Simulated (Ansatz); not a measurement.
Relaxation of a periodic cell of 17 atoms, SiW₁₆ (host W, host structure bcc, interstitial Si), to a largest force component of 0.08 eV/Å in at most 25 steps.

Computed with Ansatz 0.2.0, DFT PBE, scalar-relativistic, plane waves, PAW. Settings: accuracy low, PAW set soft_1, cutoff 420 eV, k mesh 2x2x2, fermi-dirac smearing 0.05 eV, no spin polarisation.

```xyz
17
Lattice="6.3200 0.0000 0.0000 0.0000 6.3200 0.0000 0.0000 0.0000 6.3200" Properties=species:S:1:pos:R:3
W 0.000 0.000 0.000
W 3.160 0.000 0.000
W 0.000 3.160 0.000
W 0.000 0.000 3.160
W 1.580 1.580 1.580
W 3.160 3.160 0.000
W 3.160 0.000 3.160
W 4.740 1.580 1.580
W 0.000 3.160 3.160
W 1.580 4.740 1.580
W 1.580 1.580 4.740
W 3.160 3.160 3.160
W 4.740 4.740 1.580
W 4.740 1.580 4.740
W 1.580 4.740 4.740
W 4.740 4.740 4.740
Si 4.743 0.007 0.747
```

Question: Where does it end, and by what steps?

Answer: The run converged. Limits of this set-up: coarse k mesh, a small cell, in which the defect meets its images, low accuracy level. After 7 steps the energy has fallen by 18.233 eV; Si17 moved furthest, 0.70 Å. The start is strongly strained (largest force component 25 eV/Å).

| step | energy less start (eV) | largest force component (eV/Å) | accepted |
| --- | --- | --- | --- |
| 0 | 0.0000 | 25.357 | yes |
| 1 | -13.4900 | 9.657 | yes |
| 2 | -17.3845 | 0.978 | yes |
| 3 | -17.4738 | 0.541 | yes |
| 4 | -17.7214 | 0.691 | yes |
| 5 | -17.8742 | 1.157 | yes |
| 6 | -18.2158 | 0.261 | yes |
| 7 | -18.2327 | 0.057 | yes |

```xyz
17
Lattice="6.3200 0.0000 0.0000 0.0000 6.3200 0.0000 0.0000 0.0000 6.3200" Properties=species:S:1:pos:R:3
W 0.453 0.000 0.042
W 2.710 0.000 0.042
W 0.018 3.160 0.044
W 0.018 0.000 3.203
W 1.580 1.673 1.717
W 3.142 3.160 0.043
W 3.142 0.000 3.204
W 4.740 1.643 1.685
W -0.005 3.161 3.204
W 1.580 4.648 1.717
W 1.579 1.674 4.690
W 3.167 3.161 3.204
W 4.740 4.678 1.685
W 4.740 1.640 4.725
W 1.579 4.647 4.690
W 4.740 4.681 4.725
Si 4.742 0.001 0.048
```

Time of the run: 70 s on 2 threads of Arm Neoverse V1, with other jobs on the host, peak memory 0.78 GiB.
